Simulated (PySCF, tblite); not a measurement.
# C3H8BrNSi: geometry, infrared bands and NMR shifts

Aim: predict the infrared bands and NMR shifts of C3H8BrNSi (`C/C=N/C[SiH2]Br`).

The runs use tblite 0.8.0 and PySCF 2.14.0, with density-fitted response routines of our own; the level of theory stands in each step. All values are computed, except where a source is named. Atoms are numbered from 0 throughout.

**1. The molecule as given**

14 atoms, charge 0, multiplicity 1; geometry from: force field or distance geometry start.

Bonds of the start (Å): C0–C1 1.47, C1–N2 1.27, N2–C3 1.43, C3–Si4 1.86, Si4–Br5 2.28, C0–H6 1.11, C0–H7 1.11, C0–H8 1.13, C1–H9 1.10, C3–H10 1.11, C3–H11 1.11, Si4–H12 1.44, Si4–H13 1.48.

**2. Optimising the geometry with GFN2-xTB**

What the job is given:

```
{"job": {"kind": "relax", "xc": "GFN2-xTB", "basis": "xTB"}, "charge": 0, "multiplicity": 1}
C     -2.418600    -0.904700     0.349500
C     -1.247500    -0.098400     0.716400
N     -0.410700     0.210000    -0.186900
C      0.761400     0.992100     0.046600
Si     2.315000    -0.023600     0.106600
Br     4.136200     1.305800    -0.198400
H     -2.512400    -1.060000    -0.746800
H     -2.449000    -1.882400     0.874300
H     -3.330700    -0.293600     0.629300
H     -1.110500     0.189100     1.768300
H      0.721600     1.558700     1.006000
H      0.816400     1.719300    -0.785400
H      2.308200    -1.147800    -0.799000
H      2.420000    -0.564900     1.477100
```

Started as:

```console
OMP_NUM_THREADS=1 python probes_run.py task.json out
```

One launch serves the whole session: the jobs run in the order shown.

Log:

```text
step      E/eV     max force
  0    -523.93656    1.743
  1    -524.03487    1.349
  2    -524.06491    0.660
  3    -524.08508    0.361
  4    -524.11251    0.390
  5    -524.12162    0.330
  6    -524.13170    0.165
  7    -524.13573    0.148
  8    -524.13936    0.185
  9    -524.14183    0.154
 10    -524.14394    0.102
 11    -524.14546    0.103
 12    -524.14676    0.112
 13    -524.14786    0.096
 14    -524.14880    0.091
 15    -524.14964    0.103
 16    -524.15059    0.089
 17    -524.15166    0.094
 18    -524.15261    0.080
 19    -524.15333    0.070
 20    -524.15398    0.080
 21    -524.15480    0.092
 22    -524.15579    0.113
 23    -524.15672    0.088
 24    -524.15747    0.066
 25    -524.15829    0.076
 26    -524.15942    0.107
 27    -524.16073    0.129
 28    -524.16183    0.091
 29    -524.16254    0.083
 30    -524.16309    0.073
 31    -524.16383    0.091
 32    -524.16479    0.091
 33    -524.16572    0.088
 34    -524.16650    0.089
 35    -524.16720    0.075
 36    -524.16783    0.066
 37    -524.16840    0.056
 38    -524.16888    0.051
 39    -524.16926    0.050
 40    -524.16957    0.047
 41    -524.16985    0.035
 42    -524.17012    0.039
 43    -524.17037    0.036
 44    -524.17058    0.037
 45    -524.17075    0.036
 46    -524.17092    0.032
 47    -524.17113    0.036
 48    -524.17140    0.045
 49    -524.17170    0.048
 50    -524.17197    0.051
 51    -524.17221    0.049
 52    -524.17249    0.050
 53    -524.17283    0.052
 54    -524.17314    0.050
 55    -524.17341    0.052
 56    -524.17373    0.052
 57    -524.17420    0.062
 58    -524.17482    0.071
 59    -524.17540    0.050
 60    -524.17581    0.047
 61    -524.17612    0.044
 62    -524.17645    0.043
 63    -524.17684    0.049
 64    -524.17722    0.038
 65    -524.17748    0.052
 66    -524.17773    0.041
 67    -524.17800    0.038
 68    -524.17858    0.044
 69    -524.17891    0.059
 70    -524.17926    0.053
 71    -524.17949    0.046
 72    -524.17974    0.046
 73    -524.18001    0.050
 74    -524.18023    0.035
 75    -524.18029    0.028
 76    -524.18035    0.010
 77    -524.18037    0.009
```

Wall time 0.5 s (1 thread of Arm Neoverse V1, shared host); peak memory 0.18 GiB.

The steps of the relaxation: (not every step is listed)

```tsv
step	energy from step 0 (eV)	largest force (eV/Å)
0	0.0000	1.7429
1	-0.0983	1.3494
2	-0.1284	0.6602
3	-0.1485	0.3609
4	-0.1760	0.3898
5	-0.1851	0.3304
6	-0.1951	0.1649
7	-0.1992	0.1482
8	-0.2028	0.1852
14	-0.2122	0.0915
20	-0.2174	0.0802
26	-0.2229	0.1066
32	-0.2282	0.0907
38	-0.2323	0.0514
44	-0.2340	0.0367
50	-0.2354	0.0505
56	-0.2372	0.0525
62	-0.2399	0.0430
68	-0.2420	0.0437
72	-0.2432	0.0456
73	-0.2435	0.0497
74	-0.2437	0.0352
75	-0.2437	0.0284
76	-0.2438	0.0100
77	-0.2438	0.0094
```

Close pairs (by a distance rule), those that changed most:

```tsv
bond	before (Å)	after (Å)	change (Å)
Si4–Br5	2.275	2.219	-0.056
C3–Si4	1.857	1.901	+0.044
C0–H8	1.133	1.089	-0.044
C0–H6	1.111	1.086	-0.025
C0–H7	1.110	1.089	-0.021
Si4–H13	1.477	1.457	-0.020
C0–C1	1.468	1.485	+0.017
C1–N2	1.269	1.255	-0.014
```

The end geometry stands in the next job.

**3. Vibrational analysis with GFN2-xTB**

What the job is given:

```
{"job": {"kind": "ir", "xc": "GFN2-xTB", "basis": "xTB"}, "charge": 0, "multiplicity": 1}
C     -2.381294    -0.928542     0.433841
C     -1.243880    -0.002993     0.670567
N     -0.368679     0.194261    -0.207390
C      0.745443     1.043560     0.041280
Si     2.262032    -0.103365     0.054805
Br     4.060356     1.186243     0.223699
H     -2.281328    -1.401127    -0.538915
H     -2.409360    -1.689986     1.212351
H     -3.319952    -0.377123     0.474641
H     -1.218430     0.496943     1.652655
H      0.654758     1.622007     0.976312
H      0.825452     1.749971    -0.789323
H      2.399642    -0.841330    -1.188441
H      2.274562    -0.948990     1.241776
```

Log:

```text
mode    cm-1     km/mol
  1      33.3      5.46
  2      63.2      1.83
  3      99.5     15.00
  4     139.9      3.54
  5     180.7      1.23
  6     279.4      9.12
  7     299.0     17.39
  8     435.0     19.12
  9     457.1     61.05
 10     514.0      8.25
 11     575.8     10.53
 12     713.8    457.49
 13     748.9     80.84
 14     766.6    230.85
 15     814.7     62.87
 16     871.2     13.48
 17     942.9      1.82
 18    1032.5      5.02
 19    1103.7     38.21
 20    1124.1     39.51
 21    1174.2     22.48
 22    1240.2     11.53
 23    1334.7     23.50
 24    1391.1     28.78
 25    1450.4      9.81
 26    1460.9      8.60
 27    1463.2     11.03
 28    1756.6     68.29
 29    2313.3    243.23
 30    2361.3    183.98
 31    2804.0     52.67
 32    2815.9    153.53
 33    2943.7     42.65
 34    3004.1     16.10
 35    3016.7     18.77
 36    3060.9     17.20
```

It took 0.43 s on 1 thread of Arm Neoverse V1, shared host; peak memory 0.18 GiB.

Which atoms move in the most intense modes:

```tsv
cm⁻¹	km/mol	atoms
714	457.5	H13 46 %, H12 41 %
749	80.8	C3 41 %, Si4 28 %
767	230.8	H13 49 %, H12 46 %
815	62.9	H10 29 %, C3 29 %, H11 28 %
1757	68.3	C1 54 %, N2 42 %
2313	243.2	H13 95 %
2361	184.0	H12 95 %
2816	153.5	H10 74 %, H9 20 %
```

**4. NMR shieldings: PBE0/pcSseg-1**

The job, as its differences from that of step 3:

```diff
@@ -1,2 +1,2 @@
-{"job": {"kind": "ir", "xc": "GFN2-xTB", "basis": "xTB"}, "charge": 0, "multiplicity": 1}
+{"job": {"kind": "nmr", "xc": "PBE0", "basis": "pcSseg-1"}, "charge": 0, "multiplicity": 1}
 C     -2.381294    -0.928542     0.433841
```

Method: GIAO PBE0/pcSseg-1 NMR shielding, non-relativistic, gas phase.

Log:

```text
coarse grid: 54184 points
cycle   1  E = -3036.5806980211  dE = -6.630e-01  |g| = 7.578e-01  |ddm| = 3.385e+00
cycle   2  E = -3036.5668231400  dE =  1.387e-02  |g| = 5.570e-01  |ddm| = 8.555e-01
cycle   3  E = -3036.6063652947  dE = -3.954e-02  |g| = 2.886e-01  |ddm| = 6.620e-01
cycle   4  E = -3036.6234940709  dE = -1.713e-02  |g| = 6.643e-02  |ddm| = 2.346e-01
cycle   5  E = -3036.6244285090  dE = -9.344e-04  |g| = 1.203e-02  |ddm| = 5.623e-02
cycle   6  E = -3036.6244620226  dE = -3.351e-05  |g| = 2.009e-03  |ddm| = 1.115e-02
cycle   7  E = -3036.6244626117  dE = -5.891e-07  |g| = 8.558e-04  |ddm| = 2.561e-03
final grid: 112592 points
cycle   8  E = -3036.6244717179  dE =  3.096e-08  |g| = 1.032e-03  |ddm| = 2.155e-03
cycle   9  E = -3036.6244715730  dE =  1.449e-07  |g| = 1.317e-03  |ddm| = 2.003e-03
cycle  10  E = -3036.6244719515  dE = -3.785e-07  |g| = 5.550e-05  |ddm| = 1.107e-03
cycle  11  E = -3036.6244719521  dE = -6.439e-10  |g| = 1.601e-05  |ddm| = 5.646e-05
converged SCF energy = -3036.6244719521

GIAO shielding tensors (ppm)
atom      isotropic    diamagn.    paramagn.     s11        s22        s33       span
  0 C      160.088     249.239     -89.151    143.772    148.005    188.487     44.715
  1 C       22.429     256.999    -234.570    -75.314     33.617    108.983    184.297
  2 N      -93.060     331.017    -424.077   -413.311   -111.629    245.761    659.072
  3 C      129.298     252.164    -122.867     98.878    110.628    178.387     79.509
  4 Si     371.407     876.837    -505.430    351.016    361.268    401.937     50.921
  5 Br    2785.042    3123.452    -338.410   2652.995   2814.423   2887.708    234.713
  6 H       29.553      30.080      -0.526     26.036     28.855     33.769      7.733
  7 H       29.789      28.900       0.889     26.964     27.846     34.556      7.593
  8 H       29.697      27.991       1.706     26.757     27.479     34.855      8.098
  9 H       23.808      32.558      -8.750     22.646     23.113     25.665      3.019
 10 H       28.130      31.227      -3.097     25.004     29.167     30.217      5.213
 11 H       27.465      30.296      -2.831     24.111     28.415     29.869      5.759
 12 H       26.422      28.206      -1.784     21.949     25.149     32.169     10.220
 13 H       26.887      28.495      -1.607     22.325     25.956     32.381     10.056
```

It took 26 s on 1 thread of Arm Neoverse V1, shared host; peak memory 0.75 GiB.

The references, computed at this level on geometries of the same kind, shield at (ppm): 1H TMS 31.72, 13C TMS 186.9, 29Si TMS 349.2, 15N NH3 267.7, 79Br HBr 2622. Their shielding less the atom's gives the shift. The references are single molecules in the gas phase, so shifts against H2O, NH3, PH3, H3PO4 or CFCl3 are not on the usual liquid scales and can be off by tens of ppm. Atoms listed in one row are averaged.

```tsv
atoms	environment	σ (ppm)	δ (ppm)	δ scaled to CDCl3
C1	C=N carbon	22.4	164.5	158.6
C3	sp3 CH2 bonded to N and Si	129.3	57.6	54.3
C0	methyl carbon	160.1	26.8	24.3
H9	hydrogen on a C=N carbon	23.81	7.91	7.56
H12, H13	hydrogen on a silicon bonded to C, Br	26.65	5.06	–
H10, H11	hydrogen on an sp3 CH2 bonded to N and Si	27.80	3.92	3.80
H6, H7, H8	hydrogen on a methyl carbon	29.68	2.04	2.03
N2	imine nitrogen	-93.1	360.8	–
Si4	silicon bonded to C, Br, 2 H	371.4	-22.2	–
Br5	bromine bonded to Si	2785	-163	–
```

The scaled column applies a straight-line fit of computed shieldings to shifts measured in CDCl3, with any fitted terms for Cl, Br or S neighbours (root-mean-square error 0.16 ppm for H, 1.9 ppm for C).

The run also stored atomic charges by several schemes (e):

```tsv
atoms	Mulliken	IAO	Hirshfeld	ESP fit
C0	-0.23	-0.44	-0.12	-0.46
C1	-0.01	0.04	0.05	0.43
N2	-0.42	-0.28	-0.15	-0.45
C3	-0.31	-0.43	-0.12	-0.19
Si4	0.73	0.75	0.33	0.16
Br5	-0.39	-0.28	-0.13	-0.17
```

Mayer bond orders: C0–C1 1.04, C1–N2 1.90, N2–C3 0.96, C3–Si4 0.90, Si4–Br5 0.91.

**5. Outcome**

| quantity | value |
| --- | --- |
| strongest single infrared mode (GFN2-xTB) | 714 cm⁻¹, 457 km/mol |
| zero-point energy (GFN2-xTB) | 64.0 kcal/mol |
| 13C shifts against TMS (PBE0/pcSseg-1) | 164.5, 57.6, 26.8 ppm |
| 1H shifts against TMS (PBE0/pcSseg-1, means over atoms taken as alike) | 7.91, 5.06, 3.92, 2.04 ppm |
| 15N shifts against NH3 (PBE0/pcSseg-1) | 360.8 ppm |
| 29Si shifts against TMS (PBE0/pcSseg-1) | -22.2 ppm |
| 79Br shifts against HBr (PBE0/pcSseg-1) | -163 ppm |

What this shows: The optimisation took 77 steps and gained 0.244 eV; among the close pairs (by a distance rule), Si4–Br5 changed most, from 2.275 to 2.219 Å. No mode is imaginary among the 36: a minimum at this level. The strongest single mode, at 714 cm⁻¹, moves mainly H13 and H12. Unscaled tight-binding wavenumbers are off by several per cent, some by more. Its intensities can rank the bands wrongly. At PBE0/pcSseg-1: The largest span, 659 ppm, is at N2, where the paramagnetic term is -424 ppm. Spin-orbit coupling is left out, which matters for shieldings and couplings at and beside the heavy atoms.
